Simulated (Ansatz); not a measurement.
# GaIr4: the cost of one run

Program: Ansatz 0.2.0. Level of theory: DFT PBE, scalar-relativistic, plane waves, PAW. These are calculated values, not measurements.

1 further run of the same task is left out (it didn't finish). Runs told in other sessions of the task aren't counted.

## Step 1: The starting structure

Symmetry: P6/mmm, No. 191, hexagonal system. The conventional cell has a = 3.923 Å, b = 3.923 Å, c = 5.484 Å, α = 90.00°, β = 90.00°, γ = 120.00°. Ga (site symmetry 6/mmm) is surrounded by 2 Ir at 2.74 Å. Ir (site symmetry mmm) is surrounded by 6 Ir at 1.96 Å. Ir (site symmetry 6/mmm) has 6 Ir at 1.96 Å in its first shell of neighbours.

As a file:

```cif
data_structure
_symmetry_space_group_name_H-M 'P 1'
_symmetry_Int_Tables_number 1
_cell_length_a 3.9232
_cell_length_b 3.9232
_cell_length_c 5.4841
_cell_angle_alpha 90.000
_cell_angle_beta 90.000
_cell_angle_gamma 120.000
_cell_volume 73.10
loop_
_atom_site_label
_atom_site_type_symbol
_atom_site_fract_x
_atom_site_fract_y
_atom_site_fract_z
_atom_site_occupancy
Ga1 Ga 0.00000 0.00000 0.50000 1
Ir1 Ir 0.50000 0.00000 0.00000 1
Ir2 Ir 0.00000 0.50000 0.00000 1
Ir3 Ir 0.50000 0.50000 0.00000 1
Ir4 Ir 0.00000 0.00000 0.00000 1
```

A structure generator made this guess: random cell by space group and Wyckoff sites (P6/mmm, No. 191). The dimensions are guesses.

## Step 2: The guess as it stands, on a coarse mesh

File input.yaml:

```yaml
crystal:
  lattice:
    - [3.92321478, 0.0, 0.0]
    - [-1.96160739, 3.39760366, 0.0]
    - [0.0, 0.0, 5.48408824]
  atoms:
    - { symbol: Ga, position: [0.0, 0.0, 0.5] }
    - { symbol: Ir, position: [0.5, 0.0, 0.0] }
    - { symbol: Ir, position: [0.0, 0.5, 0.0] }
    - { symbol: Ir, position: [0.5, 0.5, 0.0] }
    - { symbol: Ir, position: [0.0, 0.0, 0.0] }
basis:
  ecutwfc: 420
kpoints:
  mp_grid: { grid: [6, 6, 4] }
hamiltonian:
  xc: pbe
scf:
  occupations: { method: gaussian, width: 0.1 }
  lower_state_search: "off"
output:
  forces: true
  stress: true
  eigenvalues: true
```

Command:

```sh
$ ansatz run input.yaml --threads 1 --pin off --max-ram 2560MiB --backend cpu --events-out ev --progress --plain --runs-dir out
```

Q: Estimate wall time and peak memory on 1 thread of Intel Xeon at 2.50GHz (Skylake/Cascade Lake), shared host.

About 9.8 s, with a peak of 0.4 GiB.
